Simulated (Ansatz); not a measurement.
# AlNi: the cost of one run

Computed with Ansatz 0.2.0 (DFT LDA, scalar-relativistic, plane waves, PAW, unless a step's input says otherwise).

2 further runs of the same task are left out: 2 that didn't finish.

### Step 1. Starting point

It takes space group Pm-3m (No. 221, cubic). The conventional cell has a = 2.860 Å, b = 2.860 Å, c = 2.860 Å, α = 90.00°, β = 90.00°, γ = 90.00°. Al (site symmetry m-3m) is surrounded by 8 Ni at 2.48 Å. Ni (site symmetry m-3m) has 8 Al at 2.48 Å as nearest neighbours.

As a file:

```
CELL_PARAMETERS angstrom
2.85971 0.00000 0.00000
0.00000 2.85971 0.00000
0.00000 0.00000 2.85971
ATOMIC_POSITIONS crystal
Al 0.50000 0.50000 0.50000
Ni 0.00000 0.00000 0.00000
```

Source of the structure: the Materials Project (structure only).

(A quick probe on a coarse mesh, which set the mesh and smearing, is not shown.)

### Step 3. Relaxing cell and atoms

Contents of input.yaml:

```yaml
crystal:
  lattice:
    - [2.85971129, 0.0, 0.0]
    - [0.0, 2.85971129, 0.0]
    - [0.0, 0.0, 2.85971129]
  atoms:
    - { symbol: Al, position: [0.5, 0.5, 0.5] }
    - { symbol: Ni, position: [0.0, 0.0, 0.0] }
basis:
  ecutwfc: 420
kpoints:
  mp_grid: { grid: [14, 14, 14] }
hamiltonian:
  xc: lda
scf:
  occupations: { method: gaussian, width: 0.1 }
output:
  forces: true
  stress: true
  eigenvalues: true
  write_density: true
  write_potential: true
  elf: true
  volumetric_format: npy
relax:
  adjacent_minimum: "off"
  f_tol: 0.005
  max_steps: 80
  cell: { stress_tol: 0.05 }
```

Started as:

```bash
> ansatz run input.yaml --threads 4 --pin off --max-ram 8192MiB --backend cpu --events-out ev --progress --plain --runs-dir out
```

Q: Estimate wall time and peak memory on 4 threads of AMD EPYC (Zen 3), shared host.

About 21 s, with a peak of 0.38 GiB.
